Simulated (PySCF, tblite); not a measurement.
# C₄H₉ClP₂Si: geometry, infrared bands and NMR shifts

Wanted: the infrared bands and NMR shifts of C₄H₉ClP₂Si (`CC#CC[Si](P)(P)Cl`), by calculation.

Computed with tblite 0.8.0 and PySCF 2.14.0, with density-fitted response routines of our own, on a single molecule in the gas phase. Atoms count from 0, in the outputs and in this text.

### 1 The molecule as given

17 atoms, charge 0, multiplicity 1; geometry from: force field or distance geometry start.

Bonds of the start (Å): C0–C1 1.48, C1–C2 1.18, C2–C3 1.49, C3–Si4 1.87, Si4–P5 2.22, Si4–P6 2.21, Si4–Cl7 2.05, C0–H8 1.09, C0–H9 1.09, C0–H10 1.09, C3–H11 1.09, C3–H12 1.08, P5–H13 1.41, P5–H14 1.41, P6–H15 1.42, P6–H16 1.41.

### 2 Optimising the geometry with GFN2-xTB

Job settings and geometry (Å):

```
{"job": {"kind": "relax", "xc": "GFN2-xTB", "basis": "xTB"}, "charge": 0, "multiplicity": 1}
C      3.356400     0.115900     0.780500
C      2.029300     0.290900     0.148000
C      0.964900     0.417100    -0.350700
C     -0.363800     0.596500    -0.996600
Si    -1.797600    -0.079000    -0.004500
P     -1.667900    -2.276600     0.250600
P     -1.921900     0.864300     1.991200
Cl    -3.536000     0.323700    -1.009200
H      4.040600     0.902100     0.457900
H      3.780900    -0.848700     0.517300
H      3.265900     0.163100     1.870000
H     -0.529300     1.653900    -1.174900
H     -0.349300     0.108800    -1.962900
H     -2.967100    -2.469300     0.751500
H     -1.990100    -2.625500    -1.073600
H     -0.572800     0.670600     2.374100
H     -1.749100     2.204300     1.581000
```

Started as:

```
$ OMP_NUM_THREADS=1 python probes_run.py task.json out
```

The driver reads the jobs from task.json and runs them one after another.

Log:

```text
step      E/eV     max force
  0    -664.70487    3.122
  1    -664.58475    6.907
  2    -664.84094    0.933
  3    -664.87130    0.508
  4    -664.89899    0.696
  5    -664.91559    0.388
  6    -664.92208    0.166
  7    -664.92596    0.186
  8    -664.92865    0.173
  9    -664.93060    0.133
 10    -664.93219    0.086
 11    -664.93340    0.078
 12    -664.93435    0.091
 13    -664.93521    0.099
 14    -664.93600    0.086
 15    -664.93670    0.068
 16    -664.93732    0.082
 17    -664.93795    0.091
 18    -664.93865    0.093
 19    -664.93937    0.085
 20    -664.93995    0.072
 21    -664.94037    0.061
 22    -664.94074    0.053
 23    -664.94116    0.048
 24    -664.94157    0.051
 25    -664.94187    0.042
 26    -664.94208    0.037
 27    -664.94229    0.040
 28    -664.94265    0.052
 29    -664.94321    0.077
 30    -664.94393    0.089
 31    -664.94453    0.070
 32    -664.94490    0.039
 33    -664.94512    0.036
 34    -664.94532    0.039
 35    -664.94557    0.049
 36    -664.94586    0.047
 37    -664.94614    0.039
 38    -664.94642    0.044
 39    -664.94670    0.057
 40    -664.94699    0.063
 41    -664.94727    0.054
 42    -664.94750    0.046
 43    -664.94766    0.027
 44    -664.94778    0.026
 45    -664.94791    0.032
 46    -664.94807    0.036
 47    -664.94824    0.040
 48    -664.94840    0.030
 49    -664.94854    0.030
 50    -664.94869    0.036
 51    -664.94888    0.041
 52    -664.94907    0.037
 53    -664.94921    0.026
 54    -664.94929    0.024
 55    -664.94937    0.035
 56    -664.94950    0.050
 57    -664.94975    0.064
 58    -664.95011    0.060
 59    -664.95043    0.041
 60    -664.95061    0.033
 61    -664.95072    0.031
 62    -664.95082    0.031
 63    -664.95097    0.033
 64    -664.95114    0.030
 65    -664.95130    0.029
 66    -664.95148    0.037
 67    -664.95170    0.042
 68    -664.95191    0.032
 69    -664.95206    0.022
 70    -664.95212    0.017
 71    -664.95215    0.017
 72    -664.95219    0.018
 73    -664.95224    0.023
 74    -664.95231    0.024
 75    -664.95238    0.031
 76    -664.95244    0.022
 77    -664.95249    0.019
 78    -664.95253    0.013
 79    -664.95255    0.010
 80    -664.95257    0.013
 81    -664.95260    0.016
 82    -664.95262    0.012
 83    -664.95264    0.010
```

Run time: 0.9 s. Hardware: 1 thread of Arm Neoverse V1, shared host.

Step by step: (not every step is listed) (the energy doesn't fall at every step)

| step | energy from step 0 (eV) | largest force (eV/Å) |
| --- | --- | --- |
| 0 | 0.0000 | 3.1217 |
| 1 | 0.1201 | 6.9073 |
| 2 | -0.1361 | 0.9325 |
| 3 | -0.1664 | 0.5079 |
| 4 | -0.1941 | 0.6959 |
| 5 | -0.2107 | 0.3881 |
| 6 | -0.2172 | 0.1661 |
| 7 | -0.2211 | 0.1862 |
| 8 | -0.2238 | 0.1732 |
| 15 | -0.2318 | 0.0683 |
| 22 | -0.2359 | 0.0535 |
| 29 | -0.2383 | 0.0773 |
| 36 | -0.2410 | 0.0471 |
| 43 | -0.2428 | 0.0273 |
| 50 | -0.2438 | 0.0362 |
| 57 | -0.2449 | 0.0637 |
| 64 | -0.2463 | 0.0303 |
| 71 | -0.2473 | 0.0170 |
| 78 | -0.2477 | 0.0134 |
| 79 | -0.2477 | 0.0105 |
| 80 | -0.2477 | 0.0127 |
| 81 | -0.2477 | 0.0161 |
| 82 | -0.2477 | 0.0124 |
| 83 | -0.2478 | 0.0100 |

Distances of close pairs at the start and the end, largest changes first:

```csv
bond,before (Å),after (Å),change (Å)
C3–Si4,1.870,1.933,+0.063
Si4–P6,2.211,2.267,+0.056
Si4–P5,2.216,2.268,+0.052
C2–C3,1.488,1.444,-0.044
C0–C1,1.480,1.447,-0.034
P6–H15,1.416,1.383,-0.032
P6–H16,1.412,1.385,-0.027
P5–H14,1.407,1.386,-0.021
```

The final coordinates are the input of the step that follows.

### 3 Harmonic vibrations with GFN2-xTB

Job settings and geometry (Å):

```
{"job": {"kind": "ir", "xc": "GFN2-xTB", "basis": "xTB"}, "charge": 0, "multiplicity": 1}
C      3.179254     0.088134     0.844598
C      1.923707     0.284711     0.152894
C      0.898777     0.452885    -0.446314
C     -0.368364     0.634933    -1.115340
Si    -1.795936    -0.050336    -0.007566
P     -1.428788    -2.279854     0.186982
P     -1.834300     0.893391     2.053065
Cl    -3.558640     0.435699    -0.938225
H      3.896194     0.855231     0.552311
H      3.589559    -0.890422     0.596918
H      3.022903     0.143008     1.921933
H     -0.526062     1.696189    -1.319328
H     -0.350870     0.110486    -2.073333
H     -2.598379    -2.510174     0.893204
H     -2.034088    -2.585304    -1.021524
H     -0.508381     0.579263     2.292349
H     -1.513583     2.154190     1.577140
```

Log:

```text
mode    cm-1     km/mol
  1     -26.5      0.07
  2       9.8      0.23
  3      47.5      0.62
  4      57.2     12.01
  5      70.9      7.35
  6      83.2      1.57
  7      97.0      0.88
  8     129.1      6.29
  9     139.1     10.05
 10     143.4     18.32
 11     218.2      0.97
 12     248.1      6.22
 13     296.7      0.01
 14     327.0      0.69
 15     386.3     19.53
 16     480.1     57.27
 17     489.0    107.91
 18     666.5     14.84
 19     677.3      1.70
 20     685.2      6.92
 21     712.7     37.63
 22     724.7     35.42
 23     759.7     82.60
 24     796.8     10.43
 25    1021.9     11.73
 26    1027.4      6.97
 27    1100.6      1.68
 28    1129.3      5.81
 29    1134.9     15.14
 30    1173.5      0.80
 31    1228.9     81.32
 32    1392.1      4.37
 33    1422.0      2.73
 34    1457.2      4.16
 35    1457.7      5.71
 36    2291.3     46.41
 37    2301.5    107.58
 38    2370.2    107.09
 39    2381.0    122.02
 40    2412.2      2.17
 41    2950.1     19.16
 42    2960.9     31.56
 43    2999.6     23.50
 44    3002.8     23.71
 45    3010.6     29.90
```

Wall time 0.98 s (1 thread of Arm Neoverse V1, shared host).

Which atoms move in the most intense modes:

```csv
cm⁻¹,km/mol,atoms
480,57.3,"Si4 56 %, P6 24 %, P5 12 %"
489,107.9,"Si4 60 %, Cl7 22 %"
760,82.6,"H11 29 %, H12 28 %, C3 27 %"
1229,81.3,"C3 31 %, C2 22 %, C1 21 %"
2291,46.4,"H14 45 %, H13 42 %"
2302,107.6,"H16 54 %, H15 33 %"
2370,107.1,"H13 49 %, H14 47 %"
2381,122.0,"H15 59 %, H16 37 %"
```

### 4 Shielding tensors: PBE0/pcSseg-1

Settings changed since step 3:

```diff
@@ -1,2 +1,2 @@
-{"job": {"kind": "ir", "xc": "GFN2-xTB", "basis": "xTB"}, "charge": 0, "multiplicity": 1}
+{"job": {"kind": "nmr", "xc": "PBE0", "basis": "pcSseg-1"}, "charge": 0, "multiplicity": 1}
 C      3.179254     0.088134     0.844598
```

Level: GIAO PBE0/pcSseg-1 NMR shielding, non-relativistic, gas phase.

Log:

```text
coarse grid: 16424 points
cycle   1  E = -1589.3448103716  dE =  7.737e-01  |g| = 4.402e-01  |ddm| = 4.294e+00
cycle   2  E = -1589.3431624407  dE =  1.648e-03  |g| = 4.514e-01  |ddm| = 1.248e+00
cycle   3  E = -1589.3977490326  dE = -5.459e-02  |g| = 7.155e-02  |ddm| = 6.801e-01
cycle   4  E = -1589.3986010314  dE = -8.520e-04  |g| = 4.904e-02  |ddm| = 1.381e-01
cycle   5  E = -1589.3991718226  dE = -5.708e-04  |g| = 1.477e-02  |ddm| = 5.131e-02
cycle   6  E = -1589.3992258402  dE = -5.402e-05  |g| = 3.137e-03  |ddm| = 1.863e-02
cycle   7  E = -1589.3992284457  dE = -2.606e-06  |g| = 7.961e-04  |ddm| = 4.866e-03
final grid: 140704 points
cycle   8  E = -1589.4467390763  dE = -3.652e-05  |g| = 7.042e-03  |ddm| = 5.094e-02
cycle   9  E = -1589.4467369492  dE =  2.127e-06  |g| = 7.374e-03  |ddm| = 1.693e-02
cycle  10  E = -1589.4467511247  dE = -1.418e-05  |g| = 6.538e-04  |ddm| = 9.017e-03
cycle  11  E = -1589.4467512102  dE = -8.548e-08  |g| = 2.960e-04  |ddm| = 1.310e-03
cycle  12  E = -1589.4467512299  dE = -1.975e-08  |g| = 1.331e-04  |ddm| = 3.941e-04
cycle  13  E = -1589.4467512340  dE = -4.107e-09  |g| = 2.766e-05  |ddm| = 1.181e-04
cycle  14  E = -1589.4467512342  dE = -1.714e-10  |g| = 6.591e-06  |ddm| = 3.328e-05
converged SCF energy = -1589.4467512342

GIAO shielding tensors (ppm)
atom      isotropic    diamagn.    paramagn.     s11        s22        s33       span
  0 C      182.174     253.545     -71.371    174.156    175.047    197.320     23.164
  1 C      101.138     268.811    -167.673     17.553     17.949    267.911    250.358
  2 C      107.029     263.724    -156.695     22.202     26.421    272.463    250.262
  3 C      167.705     257.662     -89.957    150.467    170.063    182.584     32.117
  4 Si     301.231     878.619    -577.387    253.045    297.494    353.155    100.110
  5 P      573.793     967.498    -393.705    523.496    573.272    624.613    101.117
  6 P      593.971     967.961    -373.990    535.212    601.818    644.884    109.672
  7 Cl     892.304    1148.251    -255.948    845.610    878.718    952.584    106.974
  8 H       29.738      27.157       2.581     24.261     27.598     37.356     13.094
  9 H       29.704      29.282       0.423     24.333     28.016     36.763     12.430
 10 H       29.793      30.548      -0.754     24.144     29.056     36.180     12.037
 11 H       29.652      30.705      -1.054     24.465     29.122     35.368     10.903
 12 H       29.494      31.146      -1.652     24.786     28.761     34.936     10.151
 13 H       30.181      29.178       1.004     25.218     27.777     37.549     12.331
 14 H       30.207      29.485       0.722     25.386     27.329     37.905     12.520
 15 H       29.829      32.512      -2.683     23.994     28.177     37.315     13.322
 16 H       30.240      31.323      -1.083     25.803     27.220     37.698     11.895
```

Wall time 46 s (1 thread of Arm Neoverse V1, shared host); peak memory 0.89 GiB.

Shifts follow as δ = σ(reference) − σ, with reference shieldings (ppm) from runs at the same level and on the same kind of geometry: 1H TMS 31.72, 13C TMS 186.9, 29Si TMS 349.2, 31P H3PO4 318.4, 35Cl HCl 950. The references are single molecules in the gas phase, so shifts against H2O, NH3, PH3, H3PO4 or CFCl3 are not on the usual liquid scales and can be off by tens of ppm. Atoms listed in one row are averaged.

| atoms | environment | σ (ppm) | δ (ppm) | δ scaled to CDCl3 |
| --- | --- | --- | --- | --- |
| C1 | alkyne carbon | 101.1 | 85.8 | 81.8 |
| C2 | alkyne carbon | 107.0 | 79.9 | 76.1 |
| C3 | propargylic sp3 CH2 bonded to Si | 167.7 | 19.2 | 16.8 |
| C0 | propargylic methyl carbon | 182.2 | 4.8 | 2.7 |
| H11, H12 | hydrogen on a propargylic sp3 CH2 bonded to Si | 29.57 | 2.14 | 2.13 |
| H8, H9, H10 | hydrogen on a propargylic methyl carbon | 29.75 | 1.97 | 1.96 |
| H13, H14, H15, H16 | hydrogen on a phosphorus bonded to Si | 30.11 | 1.60 | – |
| Si4 | silicon bonded to C, Cl, 2 P | 301.2 | 47.9 | – |
| P5, P6 | phosphorus bonded to Si, 2 H | 583.9 | -265.5 | – |
| Cl7 | chlorine bonded to Si | 892 | 57 | – |

The scaled column applies a straight-line fit of computed shieldings to shifts measured in CDCl3, with any fitted terms for Cl, Br or S neighbours (root-mean-square error 0.16 ppm for H, 1.9 ppm for C).

The run also stored atomic charges by several schemes (e):

```csv
atoms,Mulliken,IAO,Hirshfeld,ESP fit
C0,-0.19,-0.43,-0.10,-0.53
C1,-0.28,-0.06,-0.06,-0.01
C2,-0.09,-0.08,-0.08,-0.04
C3,-0.44,-0.54,-0.15,-0.62
Si4,0.50,0.72,0.29,0.47
"P5, P6",-0.14,-0.09,-0.02,-0.31
Cl7,-0.30,-0.31,-0.14,-0.20
```

Mayer bond orders: C0–C1 1.23, C1–C2 2.57, C2–C3 1.15, C3–Si4 0.86, Si4–P5 1.03, Si4–P6 1.02, Si4–Cl7 0.95.

### 5 Summary of results

```
                                                                 quantity                      value
                                strongest single infrared mode (GFN2-xTB)      2381 cm⁻¹, 122 km/mol
                                             zero-point energy (GFN2-xTB)              69.3 kcal/mol
                                   13C shifts against TMS (PBE0/pcSseg-1)  85.8, 79.9, 19.2, 4.8 ppm
   1H shifts against TMS (PBE0/pcSseg-1, means over atoms taken as alike)       2.14, 1.97, 1.60 ppm
                                  29Si shifts against TMS (PBE0/pcSseg-1)                   47.9 ppm
31P shifts against H3PO4 (PBE0/pcSseg-1, means over atoms taken as alike)                 -265.5 ppm
                                  35Cl shifts against HCl (PBE0/pcSseg-1)                     57 ppm
```

What this shows: Over 83 steps the energy fell by 0.248 eV; of the close pairs, C3–Si4 changed most, 1.870 to 1.933 Å. The lowest mode is imaginary (26i cm⁻¹), so the xTB geometry is not a minimum. The strongest single mode, at 2381 cm⁻¹, moves mainly H15 and H16. GFN2-xTB is a fitted tight-binding method: band positions and strengths are rough. Its intensities can rank the bands wrongly.
